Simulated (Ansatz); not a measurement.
# CdF2: a single-point run

The task is a single-point run on CdF2. The structure is shown as the input types it.

Computed with Ansatz 0.2.0 (density functional or hybrid calculation with the settings of its input, plane waves (as first typed), unless a step's input says otherwise).

**1. The starting structure**

It takes space group Fm-3m (No. 225, cubic). Conventional cell: a = 5.388 Å, b = 5.388 Å, c = 5.388 Å, α = 90.00°, β = 90.00°, γ = 90.00°. Cd (site symmetry m-3m) is surrounded by 8 F at 2.33 Å. Around F (site symmetry -43m) lie 4 Cd at 2.33 Å.

Coordinates:

```xyz
3
Lattice="0.0000 2.6942 2.6942 2.6942 0.0000 2.6942 2.6942 2.6942 0.0000" Properties=species:S:1:pos:R:3 pbc="T T T"
Cd    0.0000    0.0000    0.0000
F     1.3471    1.3471    1.3471
F     4.0413    4.0413    4.0413
```

**2. Input and run**

File input.yaml:

```yaml
crystal:
  lattice:
    - [0.0, 2.6941776812, 2.6941776812]
    - [2.6941776812, 0.0, 2.6941776812]
    - [2.6941776812, 2.6941776812, 0.0]
  atoms:
    - { symbol: Cd, position: [0.0, 0.0, 0.0] }
    - { symbol: F, position: [0.25, 0.25, 0.25] }
    - { symbol: F, position: [0.75, 0.75, 0.75] }
kpoints:
  mp_grid: { grid: [6, 6, 6] }
hamiltonian:
  xc: pbe
scf:
  occupations: { method: fixed }
  n_extra_bands: 4
  mixing: { beta: 0.005 }
  max_iter: 70
output:
  forces: true
  stress: true
  eigenvalues: true
```

Run with:

```console
$ ansatz run input.yaml --threads 4 --pin off --max-ram 3686MiB --backend cpu --events-out ev --progress --plain --runs-dir out
```

**Question.** How will this run end, and is anything wrong with its input?

This run ends as converged. Convergence says nothing about whether the input makes sense.

In the input, scf.mixing.beta is 0.005. The risk: mixing too weak. Here it converged all the same; such a setting changes the road, not the converged state.

The test: delete scf.mixing.beta (the default then holds).
